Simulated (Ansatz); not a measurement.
# C₂H₁₀AlAsOS, SMILES C[O][Al@@H-]([AsH3+])[S]C: a single point in a Gaussian basis

Program: Ansatz's Python interface.

Script `energy.py`:
```python
"""Electronic structure of the C2H10AlAsOS molecule."""

from dataclasses import dataclass
from pathlib import Path

import ansatz
import numpy as np


@dataclass
class RunConfig:
    basis_set: str = "def2-SVP"
    xc: str = "cam_b3lyp"


cfg = RunConfig()


def main() -> None:
    geometry_ang = [
        ("C", (-1.5899, 2.1465, -0.2048)),
        ("O", (-1.0052, 1.8104, 1.0267)),
        ("Al", (0.0754, 0.3121, 0.8354)),
        ("As", (-1.2377, -1.5754, -0.0012)),
        ("S", (1.78, 0.7565, -0.6082)),
        ("C", (2.6364, -0.8239, -0.3315)),
        ("H", (-2.2517, 1.332, -0.5732)),
        ("H", (-2.2214, 3.0469, -0.0603)),
        ("H", (-0.8172, 2.4007, -0.9637)),
        ("H", (0.6871, -0.0752, 2.2584)),
        ("H", (-0.5775, -2.9067, 0.4854)),
        ("H", (-1.2429, -1.521, -1.5637)),
        ("H", (-2.6985, -1.4596, 0.5442)),
        ("H", (2.9209, -0.9246, 0.7368)),
        ("H", (1.9848, -1.6711, -0.631)),
        ("H", (3.5573, -0.8476, -0.9493)),
    ]
    geometry = ansatz.Crystal.molecule()
    for symbol, xyz in geometry_ang:
        geometry = geometry.atom(symbol, xyz)

    job = (
        geometry.calculation()
        .basis(gaussian=cfg.basis_set)
        .functional(cfg.xc)
        .forces()
        .orbitals()
    )
    print(job.to_yaml())
    res = job.run(threads=1, pin="off", runs_dir="out")
    data = res.report

    for key in ("converged", "free_energy_ev", "reference_energy_ev", "n_frozen", "n_occupied", "n_virtual"):
        print(f"{key:22s} {data[key]}")

    state = data["mean_field"]["state"]
    print(f"mean field: {state['energy']['hartree']:.7f} Ha, <S^2> = {abs(state['spin_squared']):.4f}, stability: {state.get('stability', {}).get('kind')}")

    symbols = [site.symbol for site in geometry.cartesian_sites]
    print("forces (eV/A)")
    for symbol, f in zip(symbols, data["forces_ev_ang"]):
        print(f"  {symbol:2s} {f[0]:9.4f} {f[1]:9.4f} {f[2]:9.4f}")

    charges = data["charge_distribution"]
    dipole = np.array(charges["dipole_moment_e_ang"]) * 4.803205
    print("dipole (D): {:.3f} {:.3f} {:.3f}, length {:.3f}".format(*dipole, np.linalg.norm(dipole)))
    print("atom  Mulliken   Lowdin")
    for symbol, m, l in zip(symbols, charges["mulliken_charges_e"], charges["lowdin_charges_e"]):
        print(f"{symbol:4s} {m:9.3f} {l:8.3f}")

    lines = Path(data["orbitals_path"]).read_text().splitlines()
    field_of = lambda key: [line.split("=")[1].strip() for line in lines if line.startswith(key)]
    orbitals = [(27.211386 * float(e), s, float(n)) for e, s, n in zip(field_of("Ene="), field_of("Spin="), field_of("Occup="))]
    homo = max(e for e, _, n in orbitals if n > 0.5)
    lumo = min(e for e, _, n in orbitals if n < 0.5)
    for e, spin, n in sorted(orbitals):
        if homo - 15 < e < lumo + 5:
            print(f"{spin:6s} {e:10.3f} eV  occupation {n:.0f}")


if __name__ == "__main__":
    main()
```

Running `python energy.py` prints:
```text
crystal:
  periodic: [false, false, false]
  atoms:
    - { symbol: C, position_ang: [-1.5899, 2.1465, -0.2048] }
    - { symbol: O, position_ang: [-1.0052, 1.8104, 1.0267] }
    - { symbol: Al, position_ang: [0.0754, 0.3121, 0.8354] }
    - { symbol: As, position_ang: [-1.2377, -1.5754, -0.0012] }
    - { symbol: S, position_ang: [1.78, 0.7565, -0.6082] }
    - { symbol: C, position_ang: [2.6364, -0.8239, -0.3315] }
    - { symbol: H, position_ang: [-2.2517, 1.332, -0.5732] }
    - { symbol: H, position_ang: [-2.2214, 3.0469, -0.0603] }
    - { symbol: H, position_ang: [-0.8172, 2.4007, -0.9637] }
    - { symbol: H, position_ang: [0.6871, -0.0752, 2.2584] }
    - { symbol: H, position_ang: [-0.5775, -2.9067, 0.4854] }
    - { symbol: H, position_ang: [-1.2429, -1.521, -1.5637] }
    - { symbol: H, position_ang: [-2.6985, -1.4596, 0.5442] }
    - { symbol: H, position_ang: [2.9209, -0.9246, 0.7368] }
    - { symbol: H, position_ang: [1.9848, -1.6711, -0.631] }
    - { symbol: H, position_ang: [3.5573, -0.8476, -0.9493] }
basis:
  gaussian:
    orbitals: def2-SVP
hamiltonian:
  xc: cam_b3lyp
output:
  orbitals: {}
  forces: true

converged              True
free_energy_ev         -82543.73082348332
reference_energy_ev    -82543.73082348332
n_frozen               0
n_occupied             [46, 46]
n_virtual              [114, 114]
mean field: -3033.4261576 Ha, <S^2> = 0.0000, stability: minimum
forces (eV/A)
  C     0.1144    0.6028    0.8276
  O     0.8844   -2.3105   -0.8917
  Al    0.7406    3.3804    1.2123
  As   -0.1790   -0.0495   -0.1833
  S    -0.7772   -0.1300    0.0434
  C     0.2257   -0.2318    0.0777
  H    -0.0430    0.1345   -0.3640
  H    -0.0265   -0.1455   -0.2418
  H    -0.3265   -0.1321   -0.1362
  H    -0.2812   -0.4495   -0.1008
  H    -0.9391    0.6966   -0.6393
  H    -0.3603   -0.5876    1.1339
  H     0.9292   -0.6413   -0.6780
  H    -0.0543   -0.1229   -0.3647
  H     0.4156    0.0459    0.1042
  H    -0.3227   -0.0596    0.2007
dipole (D): -3.845 -6.888 -2.397, length 8.244
atom  Mulliken   Lowdin
C        0.180    0.050
O       -0.546   -0.102
Al       0.493   -0.297
As       0.118    0.471
S       -0.337    0.122
C       -0.117   -0.111
H       -0.043   -0.037
H        0.011   -0.024
H        0.028   -0.014
H       -0.146   -0.129
H        0.068    0.031
H        0.070    0.032
H        0.071    0.033
H        0.077    0.003
H        0.016   -0.022
H        0.057   -0.007
Alpha     -21.564 eV  occupation 2
Alpha     -19.191 eV  occupation 2
Alpha     -18.186 eV  occupation 2
Alpha     -14.308 eV  occupation 2
Alpha     -14.162 eV  occupation 2
Alpha     -14.040 eV  occupation 2
Alpha     -13.391 eV  occupation 2
Alpha     -13.201 eV  occupation 2
Alpha     -13.058 eV  occupation 2
Alpha     -12.552 eV  occupation 2
Alpha     -11.913 eV  occupation 2
Alpha     -10.823 eV  occupation 2
Alpha      -9.666 eV  occupation 2
Alpha      -8.791 eV  occupation 2
Alpha      -8.466 eV  occupation 2
Alpha      -8.009 eV  occupation 2
Alpha      -7.121 eV  occupation 2
Alpha      -0.548 eV  occupation 0
Alpha       0.007 eV  occupation 0
Alpha       0.134 eV  occupation 0
Alpha       2.433 eV  occupation 0
Alpha       2.571 eV  occupation 0
Alpha       3.263 eV  occupation 0
Alpha       3.661 eV  occupation 0
Alpha       3.851 eV  occupation 0
Alpha       4.352 eV  occupation 0
```

Caveats:
- Total energies depend on the basis set; only differences at equal settings carry meaning.
- The geometry is a force-field or estimated start, not a minimum of this method, and the basis set is short of its limit.
- The Löwdin charges here are taken after orthogonalising the functions within each atom; they differ from plain Löwdin charges, and their signs can be unphysical.
- Alpha marks a spatial orbital of a restricted run, filled by both spins.
- Levels such as HOMO and LUMO are orbital energies: with these approximate functionals they aren't the ionisation energy and electron affinity, and their gap isn't the fundamental gap.
- Hardware and time: 14 s on 1 thread of Arm Neoverse V2 (shared host), peak memory 0.62 GiB.

(Lines on the test bed's own set-up are left out of the output.)
